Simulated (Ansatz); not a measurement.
# CH₆BCl₂N: basis-set convergence

An exercise on one series of results from a longer session: the logs are not shown, and one member is left open.

Method: one geometry, several basis sets; program: Ansatz 0.2.0, Gaussian basis.

Levels to be run: PBE0-D4/def2-SVP; ωB97M-V/def2-SVP; PBE0-D4/def2-QZVPP; ωB97M-V/def2-QZVPP; the functionals' def2-TZVPP values are taken from earlier runs.

## Structure used throughout

The geometry comes from an earlier relaxation with PBE0-D4 in a triple-zeta def2 set; it is a stationary point, not always the lowest conformer.

11 atoms, charge 0, spin multiplicity 1.

Atoms are counted from 1 here; the program's logs count them from 0.

Bond lengths: C1–B2 1.585 Å, C1–H6 1.092 Å, C1–H7 1.095 Å, C1–H8 1.095 Å, B2–N3 1.625 Å, B2–Cl4 1.853 Å, B2–Cl5 1.853 Å, N3–H9 1.017 Å, N3–H10 1.017 Å, N3–H11 1.017 Å. Angles: B2–C1–H6 109.7°, B2–C1–H7 112.3°, B2–C1–H8 112.3°, H6–C1–H7 106.9°, H6–C1–H8 106.9°, H7–C1–H8 108.4°, C1–B2–N3 109.8°, C1–B2–Cl4 113.8°, C1–B2–Cl5 113.8°, N3–B2–Cl4 103.0°, N3–B2–Cl5 103.0°, Cl4–B2–Cl5 112.2°, B2–N3–H9 109.0°, B2–N3–H10 110.6°, B2–N3–H11 110.6°, H9–N3–H10 108.6°, H9–N3–H11 108.6°, H10–N3–H11 109.6°.

Set-up of the first run:

Contents of in.yaml:

```yaml
crystal:
  periodic: [false, false, false]
  atoms:
    - {symbol: C, position_ang: [-1.212377, 0.255358, 0.570848]}
    - {symbol: B, position_ang: [0.011033, 0.415546, -0.424828]}
    - {symbol: N, position_ang: [1.148017, -0.694845, -0.083508]}
    - {symbol: Cl, position_ang: [-0.410789, 0.052032, -2.192188]}
    - {symbol: Cl, position_ang: [0.922468, 2.018010, -0.237700]}
    - {symbol: H, position_ang: [-1.975204, 1.001631, 0.340542]}
    - {symbol: H, position_ang: [-0.920395, 0.409158, 1.615262]}
    - {symbol: H, position_ang: [-1.690512, -0.726450, 0.486297]}
    - {symbol: H, position_ang: [1.926261, -0.581347, -0.728665]}
    - {symbol: H, position_ang: [1.493502, -0.572180, 0.865018]}
    - {symbol: H, position_ang: [0.773294, -1.634114, -0.190578]}
basis:
  gaussian: {orbitals: def2-SVP}
hamiltonian: {xc: pbe0, dispersion: d4}
output: {orbitals: {seedname: orbitals}}
```

Among the steps run: PBE0-D4 in def2-SVP; ωB97M-V in def2-SVP; PBE0-D4 in def2-QZVPP; ωB97M-V in def2-QZVPP.

One table of the session follows, with a row left open; its other results are not shown here.

```
functional       basis  HOMO (eV)  LUMO (eV)
   PBE0-D4    def2-SVP      -7.50       0.41
   PBE0-D4  def2-TZVPP      -7.83      -0.19
   PBE0-D4  def2-QZVPP      -7.88      -0.47
   ωB97M-V    def2-SVP      -9.72       2.01
   ωB97M-V  def2-TZVPP     -10.09       1.21
   ωB97M-V  def2-QZVPP          ?          ?
```

Estimate the missing values for ωB97M-V, def2-QZVPP.

As computed: HOMO (eV): -10.16; LUMO (eV): 0.74. In the column «HOMO (eV)» it is the lowest.
